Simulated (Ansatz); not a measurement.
## BrH₄NOSi, SMILES N[SiH](O)Br: an atomisation energy, step by step

With Ansatz 0.2.0 through its Python package.

The script reads `brh4nosi.xyz`:
```text
8

N    -0.93670    0.59370    0.00380
Si    0.51490   -0.10330   -0.18930
O     0.59730   -1.04130    1.13950
Br    0.52540   -1.34460   -1.98320
H    -1.16550    1.20440   -0.84510
H    -0.93100    1.29820    0.77520
H     1.57940    0.94940   -0.22980
H    -0.09160   -1.61360    1.27300
```

Notebook, run cell by cell (the value of a cell's last expression is shown):

```python
from collections import Counter
from dataclasses import dataclass

import ansatz as az
```

```python
@dataclass(frozen=True)
class Settings:
    basis_set: str = "6-31G*"
    xc: str = "cam_b3lyp"
```

```python
cfg = Settings()
```

```python
def single_point(molecule, charge=0, unpaired=0):
    calc = molecule.calculation().basis(gaussian=cfg.basis_set).functional(cfg.xc)
    if charge:
        calc = calc.charge(charge)
    if unpaired:
        calc = calc.spin("collinear", total=unpaired)
    return calc.run(threads=1, pin="off").report["free_energy_ev"]
```

```python
brh4nosi = az.Crystal.molecule_from_extxyz("brh4nosi.xyz")
```

```python
unpaired = {"N": 3, "Si": 2, "O": 2, "Br": 1, "H": 1}
counts = Counter(site.symbol for site in brh4nosi.cartesian_sites)
atom_energy = {s: single_point(az.Crystal.molecule().atom(s, (0, 0, 0)), 0, unpaired[s]) for s in counts}
whole = single_point(brh4nosi, 0, 0)
for s, e in atom_energy.items():
    print(f"{s:2s} x{counts[s]}  {e:14.5f} eV")
print(f"BrH4NOSi: {whole:.5f} eV")
split = sum(counts[s] * e for s, e in atom_energy.items()) - whole
print(f"atomisation energy (no zero-point term): {23.060548 * split:.1f} kcal/mol, {split / sum(counts.values()):.3f} eV an atom")
```

    N  x1     -1484.73526 eV
    Si x1     -7873.78869 eV
    O  x1     -2041.86645 eV
    Br x1    -70040.40942 eV
    H  x4       -13.51936 eV
    BrH4NOSi: -81522.06313 eV
    atomisation energy (no zero-point term): 626.9 kcal/mol, 3.398 eV an atom

626.9 kcal/mol from the electronic energies, without the zero-point term.

Caveats:
- Total energies depend on the basis set; only differences at equal settings carry meaning.
- The geometry is a force-field or estimated start, not a minimum of this method, and the basis set is short of its limit. All parts are taken at fixed geometry, without zero-point energy.
- The spin-orbit lowering of heavy atoms is left out.
- It ran for 5.9 s on 1 thread of Arm Neoverse V1, on a shared host, peak memory 0.27 GiB.
